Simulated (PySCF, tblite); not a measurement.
# C4H6F3OSi radical: geometry, infrared bands and EPR parameters

Aim: predict the infrared bands and EPR parameters of C4H6F3OSi radical (`C[Si](C)C(=O)C(F)(F)F`).

The runs use tblite 0.8.0 and PySCF 2.14.0, with density-fitted response routines of our own; the level of theory stands in each step. All values are computed, except where a source is named. Atoms count from 0, in the outputs and in this text.

## (1) The starting structure

15 atoms, charge 0, multiplicity 2; geometry from: force field or distance geometry start.

Bonds of the start (Å): C0–Si1 1.85, Si1–C2 1.88, Si1–C3 1.84, C3–O4 1.26, C3–C5 1.48, C5–F6 1.40, C5–F7 1.37, C5–F8 1.39, C0–H9 1.11, C0–H10 1.12, C0–H11 1.12, C2–H12 1.12, C2–H13 1.12, C2–H14 1.10.

## (2) Geometry optimisation with GFN2-xTB

The job: settings as JSON, then the geometry in Å.

```
{"job": {"kind": "relax", "xc": "GFN2-xTB", "basis": "xTB"}, "charge": 0, "multiplicity": 2}
C     -0.914100     1.648400    -0.000600
Si    -0.512000    -0.017800    -0.685800
C     -1.882700    -1.216100    -0.201300
C      1.025800    -0.724500     0.036700
O      0.980800    -1.858400     0.573300
C      2.313400     0.005700     0.018100
F      3.262300    -0.815400     0.644100
F      2.310000     1.177500     0.733300
F      2.816100     0.199000    -1.261200
H     -0.254900     1.886000     0.860200
H     -0.740200     2.436300    -0.771700
H     -1.983500     1.680500     0.344300
H     -2.475200    -0.817800     0.664500
H     -2.535600    -1.419700    -1.087700
H     -1.414600    -2.155700     0.111900
```

Started as:

```
$ OMP_NUM_THREADS=1 python probes_run.py task.json out
```

This one command runs all jobs of the session in turn.

**Question.** This job is followed by: GFN2-xTB harmonic vibrations, gas phase; UKS B3LYP, pcH-1 on C F H O Si, non-relativistic, mean-field spin-orbit, GIAO. What will the session give for the following? strongest single infrared mode (GFN2-xTB); zero-point energy (GFN2-xTB); g(iso) (B3LYP); ⟨S²⟩; largest a(iso) (averaged by class); surface potential, 1st and 99th percentile.

**Answer**, as computed:

| quantity | value |
| --- | --- |
| strongest single infrared mode (GFN2-xTB) | 1569 cm⁻¹, 535 km/mol |
| zero-point energy (GFN2-xTB) | 59.2 kcal/mol |
| g(iso) (B3LYP) | 2.00411 |
| ⟨S²⟩ | 0.759 (exact 0.75) |
| largest a(iso) (averaged by class) | 29Si on Si1, -114.7 MHz |
| surface potential, 1st and 99th percentile | -1.61 V and 1.45 V |

**Reading.** Relaxing lowered the energy by 0.789 eV in 116 steps; the close pair that moved most is C5–F6, from 1.402 to 1.326 Å. The lowest mode is imaginary (36i cm⁻¹), so the xTB geometry is not a minimum. The strongest single mode, at 1569 cm⁻¹, moves mainly C3 and O4. GFN2-xTB is a fitted tight-binding method: band positions and strengths are rough. Its intensities can rank the bands wrongly. The largest share of the spin, 0.75 e, sits on Si1. The isotropic g lies 1.8 ppt above the free-electron value.
